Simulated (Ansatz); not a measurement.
# Li3Au: the cost of one run

Computed with Ansatz 0.2.0 (DFT PBEsol, scalar-relativistic, unless a step's input says otherwise).

## Step 1: Starting point

It takes space group Fm-3m (No. 225, cubic). The conventional cell has a = 6.302 Å, b = 6.302 Å, c = 6.302 Å, α = 90.00°, β = 90.00°, γ = 90.00°. Around Li (site symmetry -43m) lie 4 Li at 2.73 Å and 4 Au at 2.73 Å. Li (site symmetry m-3m) has 8 Li at 2.73 Å in its first shell of neighbours. Au (site symmetry m-3m) has 8 Li at 2.73 Å in its first shell of neighbours.

Structure file:

```cif
data_structure
_symmetry_space_group_name_H-M 'Fm-3m'
_symmetry_Int_Tables_number 225
_cell_length_a 6.3020
_cell_length_b 6.3020
_cell_length_c 6.3020
_cell_angle_alpha 90.000
_cell_angle_beta 90.000
_cell_angle_gamma 90.000
_cell_volume 250.29
loop_
_atom_site_label
_atom_site_type_symbol
_atom_site_symmetry_multiplicity
_atom_site_Wyckoff_symbol
_atom_site_fract_x
_atom_site_fract_y
_atom_site_fract_z
_atom_site_occupancy
Li1 Li 8 c 0.25000 0.75000 0.75000 1
Li2 Li 4 b 0.50000 0.00000 0.00000 1
Au1 Au 4 a 0.00000 0.00000 0.00000 1
```

The file gives the conventional cell by its symmetry; the runs use the cell typed in the input.

Atoms are numbered in the order of the input: Li1, Li2, Li3, Au4.

## Step 2: Volume × 0.96, LAPW

The input, input.yaml:

```yaml
crystal:
  lattice:
    - [0.0, 3.1084136985, 3.1084136985]
    - [3.1084136985, 0.0, 3.1084136985]
    - [3.1084136985, 3.1084136985, 0.0]
  atoms:
    - { symbol: Li, position: [0.25, 0.25, 0.25] }
    - { symbol: Li, position: [0.75, 0.75, 0.75] }
    - { symbol: Li, position: [0.5, 0.5, 0.5] }
    - { symbol: Au, position: [0.0, 0.0, 0.0] }
kpoints:
  mp_grid: { grid: [10, 10, 10] }
  band_path:
    path:
      - [0.0, 0.0, 0.0]
      - [0.5, 0.0, 0.5]
      - [0.625, 0.25, 0.625]
      - [0.375, 0.375, 0.75]
      - [0.0, 0.0, 0.0]
      - [0.5, 0.5, 0.5]
      - [0.5, 0.25, 0.75]
      - [0.5, 0.0, 0.5]
    npoints: 5
scf:
  occupations: { method: fermi_dirac, width: 0.03 }
hamiltonian:
  xc: pbesol
  pseudopotentials: { kind: all_electron, lapw: { basis_error: 0.001 } }
output:
  forces: true
  stress: true
  eigenvalues: true
```

Started as:

```console
> ansatz run input.yaml --threads 1 --pin off --max-ram 4096MiB --backend cpu --events-out ev --progress --plain --runs-dir out
```

**Question.** How long does this run take on 1 thread of Arm Neoverse V2, shared host, and how much memory does it need?

About 15 s, with a peak of 0.34 GiB.
